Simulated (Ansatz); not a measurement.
# C₂H₅AlN₂: one species, many methods

The task here is to estimate one member of a computed series from the others.

Method: functionals in def2-TZVPP, the program's frozen cores in correlated methods; program: Ansatz 0.2.0, Gaussian basis.

Plan: LDA (SPW92), PBE-D4, revPBE-D4, BLYP-D4, r2SCAN-D4, B97M-V, PBE0-D4, B3LYP-D4, r2SCANh-D4, r2SCAN0-D4, HSE06-D4, BHLYP-D4, CAM-B3LYP-D4, LC-ωPBE, ωB97X-V, ωB97M-V, B2PLYP, PBE-QIDH; CCSD(T)/def2-SVP; CCSD(T)/def2-TZVPP; MP2/def2-QZVPP; extrapolation to the limit; RPA on PBE.

### The relaxed structure

An earlier PBE0-D4 in a triple-zeta def2 set relaxation fixed the geometry.

10 atoms, charge 0, spin multiplicity 1.

Atoms are counted from 1 here; the program's logs count them from 0.

Bond lengths: N1–C2 1.333 Å, N1–H6 1.008 Å, N1–H7 1.008 Å, C2–C3 1.219 Å, C3–Al4 1.883 Å, Al4–N5 1.767 Å, Al4–H8 1.580 Å, N5–H9 1.007 Å, N5–H10 1.007 Å. Angles: C2–N1–H6 116.8°, C2–N1–H7 116.9°, H6–N1–H7 113.9°, N1–C2–C3 177.6°, C2–C3–Al4 178.1°, C3–Al4–N5 119.1°, C3–Al4–H8 122.6°, N5–Al4–H8 118.3°, Al4–N5–H9 124.5°, Al4–N5–H10 125.0°, H9–N5–H10 110.5°.

Set-up of the first run:

in.yaml reads:

```yaml
crystal:
  periodic: [false, false, false]
  atoms:
    - {symbol: N, position_ang: [1.964372, -0.935321, -2.003259]}
    - {symbol: C, position_ang: [1.077640, -0.681063, -1.041423]}
    - {symbol: C, position_ang: [0.304272, -0.434674, -0.131858]}
    - {symbol: Al, position_ang: [-0.880659, -0.110301, 1.294567]}
    - {symbol: N, position_ang: [-1.574607, 1.503260, 1.485704]}
    - {symbol: H, position_ang: [2.113599, -1.903667, -2.239500]}
    - {symbol: H, position_ang: [1.964369, -0.316139, -2.798386]}
    - {symbol: H, position_ang: [-1.289395, -1.228980, 2.333107]}
    - {symbol: H, position_ang: [-2.214439, 1.766212, 2.216997]}
    - {symbol: H, position_ang: [-1.381952, 2.289472, 0.887050]}
basis:
  gaussian: {orbitals: def2-TZVPP}
hamiltonian: {xc: lda}
output: {orbitals: {seedname: orbitals}}
```

The run is started by

```
> ansatz run in.yaml --threads 2 --pin off --events-out ev --progress --plain --max-ram 4352MiB
```

Steps of the session up to this table: LDA; PBE-D4 (GGA); revPBE-D4 (GGA); BLYP-D4 (GGA); r2SCAN-D4 (meta-GGA); B97M-V (meta-GGA); B3LYP-D4 (hybrid); r2SCANh-D4 (hybrid); r2SCAN0-D4 (hybrid); HSE06-D4 (hybrid); BHLYP-D4 (hybrid); CAM-B3LYP-D4 (range-separated); LC-ωPBE (range-separated); ωB97X-V (range-separated); ωB97M-V (range-separated); B2PLYP (double hybrid); PBE-QIDH (double hybrid).

One table of the session follows, with a row left open; its other results are not shown here.

It belongs to the step «Orbital energies across the functionals». 

| functional | HOMO (eV) | gap (eV) |
| --- | --- | --- |
| LDA (SPW92) | -5.42 | 4.22 |
| PBE-D4 | -5.25 | 4.27 |
| revPBE-D4 | -5.18 | 4.30 |
| BLYP-D4 | -5.09 | 4.24 |
| r2SCAN-D4 | -5.47 | 4.81 |
| B97M-V | -5.50 | 4.71 |
| PBE0-D4 | -6.43 | 6.19 |
| B3LYP-D4 | ? | ? |
| r2SCANh-D4 | -5.92 | 5.50 |
| r2SCAN0-D4 | -6.59 | 6.55 |
| HSE06-D4 | -6.03 | 5.43 |
| BHLYP-D4 | -7.48 | 8.02 |
| CAM-B3LYP-D4 | -7.72 | 8.41 |
| LC-ωPBE | -9.08 | 10.80 |
| ωB97X-V | -8.70 | 10.34 |
| ωB97M-V | -8.60 | 10.00 |

**Question.** Estimate the row for B3LYP-D4.

Worked estimate for «HOMO (eV)». Against the share of exact exchange, BLYP-D4 (0, -5.09), BHLYP-D4 (0.5, -7.48) give a slope of -4.78 per unit share; at 0.2 the line stands at -6.05.

As computed: HOMO (eV): -6.20; gap (eV): 5.77. In «HOMO (eV)» the line misses by +0.15.
